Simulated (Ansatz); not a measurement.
# C2H5AlF radical: a ladder of functionals and wavefunction methods

An exercise on one series of results from a longer session: the logs are not shown, and one member is left open.

The runs use Ansatz 0.2.0, Gaussian basis; functionals in def2-TZVPP, the program's frozen cores in correlated methods.

Plan: LDA (SPW92), PBE-D4, revPBE-D4, BLYP-D4, r2SCAN-D4, B97M-V, PBE0-D4, B3LYP-D4, r2SCANh-D4, r2SCAN0-D4, HSE06-D4, BHLYP-D4, CAM-B3LYP-D4, LC-ωPBE, ωB97X-V, ωB97M-V, B2PLYP, PBE-QIDH; CCSD(T)/def2-SVP; CCSD(T)/def2-TZVPP; MP2/def2-QZVPP; extrapolation to the limit; RPA on PBE.

## The geometry

All runs share one geometry, relaxed beforehand with PBE0-D4 in a triple-zeta def2 set.

SMILES `[CH2][Al]([CH3])[F]`, 9 atoms, charge 0, spin multiplicity 2.

Atoms are counted from 1 here; the program's logs count them from 0.

Bond lengths: C1–Al2 1.918 Å, C1–H5 1.088 Å, C1–H6 1.089 Å, Al2–C3 1.939 Å, Al2–F4 1.657 Å, C3–H7 1.094 Å, C3–H8 1.094 Å, C3–H9 1.093 Å. Angles: Al2–C1–H5 124.0°, Al2–C1–H6 123.9°, H5–C1–H6 112.2°, C1–Al2–C3 125.9°, C1–Al2–F4 116.2°, C3–Al2–F4 117.9°, Al2–C3–H7 111.0°, Al2–C3–H8 110.9°, Al2–C3–H9 112.4°, H7–C3–H8 106.5°, H7–C3–H9 107.9°, H8–C3–H9 107.9°.

The first run:

in.yaml

```yaml
crystal:
  periodic: [false, false, false]
  atoms:
    - {symbol: C, position_ang: [-0.686415, 1.587498, -0.819971]}
    - {symbol: Al, position_ang: [-0.112818, -0.228707, -0.596462]}
    - {symbol: C, position_ang: [0.607077, -1.002284, 1.029301]}
    - {symbol: F, position_ang: [-0.253248, -1.209439, -1.924653]}
    - {symbol: H, position_ang: [-1.086824, 1.989211, -1.748842]}
    - {symbol: H, position_ang: [-0.649027, 2.336840, -0.030956]}
    - {symbol: H, position_ang: [-0.009290, -1.839755, 1.370578]}
    - {symbol: H, position_ang: [1.611213, -1.403391, 0.860142]}
    - {symbol: H, position_ang: [0.667932, -0.276272, 1.843661]}
basis:
  gaussian: {orbitals: def2-TZVPP}
magnetization: {spin_polarized: true, initial_magnetization: 1}
hamiltonian: {xc: lda}
output: {orbitals: {seedname: orbitals}}
```

Among the steps run: LDA; PBE-D4 (GGA); revPBE-D4 (GGA); BLYP-D4 (GGA); r2SCAN-D4 (meta-GGA); B97M-V (meta-GGA); PBE0-D4 (hybrid); B3LYP-D4 (hybrid); r2SCANh-D4 (hybrid); r2SCAN0-D4 (hybrid); HSE06-D4 (hybrid); BHLYP-D4 (hybrid); CAM-B3LYP-D4 (range-separated); LC-ωPBE-D4 (range-separated; the results give it without D4); ωB97X-V (range-separated); ωB97M-V (range-separated); B2PLYP (double hybrid); PBE-QIDH (double hybrid).

One of the session's tables, all rows but one given; the rest of the session is left out.

It belongs to the step «Orbital energies across the functionals». 

```
  functional  HOMO (eV)  LUMO (eV)  gap (eV)
 LDA (SPW92)      -6.01      -4.54      1.48
      PBE-D4      -5.99      -3.95      2.03
   revPBE-D4      -5.94      -3.80      2.15
     BLYP-D4      -5.74      -3.97      1.77
   r2SCAN-D4          ?          ?         ?
      B97M-V      -6.14      -3.73      2.41
     PBE0-D4      -7.31      -2.75      4.55
    B3LYP-D4      -6.94      -3.20      3.74
  r2SCANh-D4      -6.92      -2.95      3.96
  r2SCAN0-D4      -7.65      -2.38      5.27
    HSE06-D4      -6.90      -3.14      3.75
    BHLYP-D4      -8.38      -1.76      6.62
CAM-B3LYP-D4      -8.60      -1.78      6.82
     LC-ωPBE     -10.19      -0.27      9.91
     ωB97X-V      -9.53      -0.78      8.76
     ωB97M-V      -9.31      -0.98      8.33
```

**Question.** Estimate the row for r2SCAN-D4.

Worked estimate for «HOMO (eV)». Against the share of exact exchange, r2SCANh-D4 (0.1, -6.92), r2SCAN0-D4 (0.25, -7.65) give a slope of -4.87 per unit share; at 0 the line stands at -6.43.

**Answer.** HOMO (eV): -6.43; LUMO (eV): -3.35; gap (eV): 3.08. In «HOMO (eV)» the line misses by 0.00.
